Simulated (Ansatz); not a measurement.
# NaC8: the cost of one run

Computed with Ansatz 0.2.0 (DFT PBE+D3(BJ), scalar-relativistic, plane waves, PAW, unless a step's input says otherwise).

1 further run of the same task is left out (it didn't finish).

**1. The structure to begin with**

It takes space group P6/mmm (No. 191, hexagonal). Conventional cell: a = 4.976 Å, b = 4.976 Å, c = 4.486 Å, α = 90.00°, β = 90.00°, γ = 120.00°. Around Na (site symmetry 6/mmm) lie 12 C at 2.67 Å. C (site symmetry mm2) has 3 C at 1.43 to 1.44 Å as nearest neighbours. Around C (site symmetry -6m2) lie 3 C at 1.43 Å.

As a file:

```xyz
9
Lattice="4.9760 0.0000 0.0000 -2.4880 4.3093 0.0000 0.0000 0.0000 4.4860" Properties=species:S:1:pos:R:3 pbc="T T T"
Na    0.0000    0.0000    2.2430
C     1.2491    0.7212    0.0000
C     0.0000    2.8729    0.0000
C     3.7269    0.7212    0.0000
C     2.4880    2.8670    0.0000
C     0.0000    1.4423    0.0000
C    -1.2389    3.5882    0.0000
C     2.4880    1.4364    0.0000
C     1.2389    3.5882    0.0000
```

The start is the relaxed end of an invented cell (made as: Na between sheets of the C type, stage 1 (P6/mmm, No. 191)), taken up again for a closer look.

**2. Probe: one point on a coarse mesh**

Input file input.yaml:

```yaml
crystal:
  lattice:
    - [4.9759647, 0.0, 0.0]
    - [-2.4879824, 4.3093119, 0.0]
    - [0.0, 0.0, 4.4859969]
  atoms:
    - { symbol: Na, position: [0.0, 0.0, 0.5] }
    - { symbol: C, position: [0.334697, 0.1673485, 0.0] }
    - { symbol: C, position: [0.3333333, 0.6666667, 0.0] }
    - { symbol: C, position: [0.8326515, 0.1673485, 0.0] }
    - { symbol: C, position: [0.8326515, 0.665303, 0.0] }
    - { symbol: C, position: [0.1673485, 0.334697, 0.0] }
    - { symbol: C, position: [0.1673485, 0.8326515, 0.0] }
    - { symbol: C, position: [0.6666667, 0.3333333, 0.0] }
    - { symbol: C, position: [0.665303, 0.8326515, 0.0] }
basis:
  ecutwfc: 420
kpoints:
  mp_grid: { grid: [6, 6, 4] }
hamiltonian:
  xc: pbe
  dispersion: d3bj
scf:
  occupations: { method: gaussian, width: 0.1 }
  lower_state_search: "off"
output:
  forces: true
  stress: true
  eigenvalues: true
```

Command:

```console
ansatz run input.yaml --threads 4 --pin off --max-ram 8192MiB --backend cpu --events-out ev --progress --plain --runs-dir out
```

Q: Estimate wall time and peak memory on 4 threads of Arm Neoverse N1, shared host.

About 1.9 s, with a peak of 0.42 GiB.
